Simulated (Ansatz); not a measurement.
I need a rigid scan of one bond length of H5NSeSn, SMILES [NH2][SnH2][SeH]. Use the Ansatz DFT code, driven from Python. Level of theory (for the species named): MP2, def2-SVP basis, multiplicity 1.

```yaml
atoms:
  - { symbol: N, position_ang: [-1.1930, 0.2760, -0.8182] }
  - { symbol: Sn, position_ang: [0.4657, 0.3758, 0.3154] }
  - { symbol: Se, position_ang: [1.3511, -1.9855, 0.5758] }
  - { symbol: H, position_ang: [-1.4563, 1.3229, -0.9904] }
  - { symbol: H, position_ang: [-0.9628, -0.0697, -1.7788] }
  - { symbol: H, position_ang: [0.0935, 1.0616, 1.8892] }
  - { symbol: H, position_ang: [1.6936, 1.3827, -0.4718] }
  - { symbol: H, position_ang: [0.1005, -2.4209, 1.2229] }
```

`scan_h5nsesn.py`
```python
import ansatz as az
import numpy as np

BASIS = "def2-SVP"
METHOD = "mp2"


def main() -> None:
    geometry_ang = [
        ("N", (-1.193, 0.276, -0.8182)),
        ("Sn", (0.4657, 0.3758, 0.3154)),
        ("Se", (1.3511, -1.9855, 0.5758)),
        ("H", (-1.4563, 1.3229, -0.9904)),
        ("H", (-0.9628, -0.0697, -1.7788)),
        ("H", (0.0935, 1.0616, 1.8892)),
        ("H", (1.6936, 1.3827, -0.4718)),
        ("H", (0.1005, -2.4209, 1.2229)),
    ]
    mol = az.Crystal.molecule()
    for symbol, xyz in geometry_ang:
        mol = mol.atom(symbol, xyz)

    symbols = [site.symbol for site in mol.cartesian_sites]
    start = np.array([site.position_ang for site in mol.cartesian_sites])
    axis = (start[5] - start[1]) / np.linalg.norm(start[5] - start[1])
    moving = [5]
    lengths, energies = [1.49, 1.62, 1.76, 1.93, 2.2, 2.63, 3.16, 3.86], []
    for length in lengths:
        xyz = start.copy()
        xyz[moving] += (length - np.linalg.norm(start[5] - start[1])) * axis
        point = az.Crystal.molecule()
        for symbol, place in zip(symbols, xyz):
            point = point.atom(symbol, place.tolist())
        model = point.calculation()
        model = model.basis(gaussian=BASIS)
        model = model.correlation(METHOD)
        summary = model.run().report
        energies.append(summary["free_energy_ev"])
        print(f"r = {length:6.3f} A  E = {energies[-1]:.5f} eV  <S^2> = {abs(summary['mean_field']['state']['spin_squared']):.3f}")

    print("energy above the lowest point (eV):", [round(e - min(energies), 3) for e in energies])


if __name__ == "__main__":
    main()
```

Running `python scan_h5nsesn.py` prints:
```text
r =  1.490 A  E = -72674.16970 eV  <S^2> = 0.000
r =  1.620 A  E = -72674.55630 eV  <S^2> = 0.000
r =  1.760 A  E = -72674.58932 eV  <S^2> = 0.000
r =  1.930 A  E = -72674.32629 eV  <S^2> = 0.000
r =  2.200 A  E = -72673.60759 eV  <S^2> = 0.000
r =  2.630 A  E = -72672.36177 eV  <S^2> = 0.000
r =  3.160 A  E = -72671.15412 eV  <S^2> = 0.000
r =  3.860 A  E = -72670.25122 eV  <S^2> = 0.000
energy above the lowest point (eV): [0.42, 0.033, 0.0, 0.263, 0.982, 2.228, 3.435, 4.338]
```

Reading the output:
- Total energies depend on the basis set; only differences at equal settings carry meaning.
- The rest of the molecule is held rigid at a force-field or estimated start geometry, and the basis set is modest; single-reference methods fail as a bond breaks.
- def2 sets replace the cores of elements past krypton by effective core potentials.
- The orbitals are restricted, so S² is zero by construction.
- Toward dissociation an unrestricted state can lie under the restricted one, by tenths of an eV for polar bonds under a functional and by 1 to 2 eV or more for others.
- S² is that of the Hartree-Fock reference.
- The whole script took 26 s on 1 thread of Arm Neoverse V1, with other jobs on the host, peak memory 0.3 GiB.

(Lines on the test bed's own set-up are left out of the output.)
